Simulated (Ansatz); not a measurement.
# C₂H₆ClInO: how energies converge with the basis set

The task here is to estimate one member of a computed series from the others.

The runs use Ansatz 0.2.0, Gaussian basis; one geometry, several basis sets.

Plan: PBE0-D4/def2-SVP; ωB97M-V/def2-SVP; PBE0-D4/def2-QZVPP; ωB97M-V/def2-QZVPP; the functionals' def2-TZVPP values are taken from earlier runs.

1 further run of the same task is left out (for a known fault of the program).

### The relaxed structure

An earlier PBE0-D4 in a triple-zeta def2 set relaxation fixed the geometry. In takes the def2 core potential; no spin-orbit term is included.

SMILES `C[CH2][In]([OH])[Cl]`, 11 atoms, charge 0, spin multiplicity 1.

Atoms are counted from 1 here; the program's logs count them from 0.

Bond lengths: C1–C2 1.520 Å, C1–H6 1.092 Å, C1–H7 1.092 Å, C1–H8 1.095 Å, C2–In3 2.149 Å, C2–H9 1.093 Å, C2–H10 1.093 Å, In3–O4 1.979 Å, In3–Cl5 2.335 Å, O4–H11 0.960 Å. Angles: C2–C1–H6 112.0°, C2–C1–H7 112.0°, C2–C1–H8 110.6°, H6–C1–H7 107.0°, H6–C1–H8 107.5°, H7–C1–H8 107.5°, C1–C2–In3 113.1°, C1–C2–H9 111.8°, C1–C2–H10 111.8°, In3–C2–H9 106.4°, In3–C2–H10 106.4°, H9–C2–H10 106.7°, C2–In3–O4 132.6°, C2–In3–Cl5 119.2°, O4–In3–Cl5 108.2°, In3–O4–H11 113.3°.

Set-up of the first run:

Input file in.yaml:

```yaml
crystal:
  periodic: [false, false, false]
  atoms:
    - {symbol: C, position_ang: [-0.930671, 0.585203, 1.331099]}
    - {symbol: C, position_ang: [0.278583, -0.160796, 0.790265]}
    - {symbol: In, position_ang: [0.337724, -0.228051, -1.356520]}
    - {symbol: O, position_ang: [1.619554, -1.023691, -2.636611]}
    - {symbol: Cl, position_ang: [-1.372260, 0.792317, -2.576097]}
    - {symbol: H, position_ang: [-0.955143, 1.623004, 0.993254]}
    - {symbol: H, position_ang: [-1.869045, 0.125406, 1.015177]}
    - {symbol: H, position_ang: [-0.920327, 0.594952, 2.425507]}
    - {symbol: H, position_ang: [1.216715, 0.298639, 1.111166]}
    - {symbol: H, position_ang: [0.302821, -1.198219, 1.132786]}
    - {symbol: H, position_ang: [2.357352, -1.465763, -2.209624]}
basis:
  gaussian: {orbitals: def2-SVP}
hamiltonian: {xc: pbe0, dispersion: d4}
output: {orbitals: {seedname: orbitals}}
```

Launch:

```sh
ansatz run in.yaml --threads 4 --pin off --events-out ev --progress --plain --max-ram 10444MiB
```

Among the steps run: PBE0-D4 in def2-SVP; ωB97M-V in def2-SVP; PBE0-D4 in def2-QZVPP; ωB97M-V in def2-QZVPP.

One of the session's tables, all rows but one given; the rest of the session is left out.

It belongs to the step «Functionals by basis». 

```
functional       basis  HOMO (eV)
   PBE0-D4    def2-SVP      -7.77
   PBE0-D4  def2-TZVPP          ?
   PBE0-D4  def2-QZVPP      -7.91
   ωB97M-V    def2-SVP      -9.90
   ωB97M-V  def2-TZVPP     -10.04
   ωB97M-V  def2-QZVPP     -10.07
```

Estimate the missing values for PBE0-D4, def2-TZVPP.

The run gave: HOMO (eV): -7.89. In the column «HOMO (eV)» it lies between PBE0-D4, def2-QZVPP (-7.91) and PBE0-D4, def2-SVP (-7.77).
